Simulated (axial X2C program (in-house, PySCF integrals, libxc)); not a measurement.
# A two-component session on Ga₂⁺: properties at the nuclei

Wanted for Ga₂⁺: properties at the nuclei, at the two-component level.

Program: an in-house X2C program for linear molecules on PySCF integrals. Level of theory: two-component X2C with atomic mean-field terms, Ga dyall-cv3z. These are calculated values, not measurements.

### 1 Set-up

Input file task.json:

```json
{"zs": [31, 31], "q": 1, "bas": ["dyall-cv3z", "dyall-cv3z"], "r0": 2.48, "levels": ["PBE0", "HF", "LDA", "BP86", "TPSSh"], "nst": 3}
```

Keys: zs atomic numbers; q charge; bas basis sets; r0 starting distance in Å; levels methods (HF also brings MP2); nst determinants followed.

On the command line:

```console
python soeom.py task.json out
```

The runs that follow: Expectation values, lowest determinant; Expectation values, a higher determinant.

What does the calculation give? Wanted: lowest determinant; A∥/gI Ga; qzz Ga; higher determinant (for each run or level that gives them).

The runs gave:

| quantity | value |
| --- | --- |
| lowest determinant | Ω = 1/2 (excess of +ω over −ω: ω = 1/2) |
| A∥/gI Ga (MHz), PBE0 | 189 |
| qzz Ga (a.u.), PBE0 | -2.07 |
| higher determinant | Ω = 3/2 (excess of +ω over −ω: ω = 3/2) |
| A∥/gI Ga (MHz), PBE0, higher determinant | 47.1 |
| qzz Ga (a.u.), PBE0, higher determinant | 0.80 |

**Reading.** The expectation values come from single determinants, which for open shells can mix terms of unlike spin or miss the lowest Ω, so a determinant need not be a state. A∥ is the parallel hyperfine constant, which follows by multiplying with the nuclear g factor gI = μI/(I μN); qzz is the electric field gradient, eQq0 = 234.96 MHz × Q/barn × qzz. The operators were transformed with the bare-nucleus X2C matrices.
